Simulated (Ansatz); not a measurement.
## NaSb2Au in Ansatz: the effect of functional

The system is NaSb2Au.

```xyz
4
Lattice="4.3573 0.0000 0.0000 -2.1787 3.7735 0.0000 0.0000 0.0000 6.8185" Properties=species:S:1:pos:R:3 pbc="T T T"
Na    0.0000    0.0000    3.4092
Sb    2.1787    1.2578    5.5661
Sb    0.0000    2.5157    1.2524
Au    0.0000    0.0000    0.0000
```

The cell was built by a generator and needn't be a form met in nature.

Alike in all runs:

```yaml
Program: Ansatz 0.2.0
Task: band structure
Potentials_or_basis: Ansatz PAW
k_mesh: 5 × 5 × 3
Occupations: fermi-dirac, width 0.05 eV
Spin: no spin polarisation
```

```tsv
functional	cutoff	pressure (GPa)	largest force (eV/Å)
PBEsol	420 eV (not typed: the program's choice for these potentials)	-2.4	0.30
RPBE	420 eV (not typed: the program's choice for these potentials)	1.6	0.07
revPBE	420 eV (not typed: the program's choice for these potentials)	1.2	0.03
BLYP	420 eV (not typed: the program's choice for these potentials)	3.4	0.45
r2SCAN	500 eV (not typed: the program's choice for these potentials)	?	?
```

Question: What does the run with functional r2SCAN give?

Answer: Pressure -1.5 GPa; largest force 0.16 eV/Å.

Caveats: the PAW data sets come from PBE, with cores solved anew for the run's functional, which leaves a small shift of forces and pressure.

Runs at the PBE level aren't shown here.
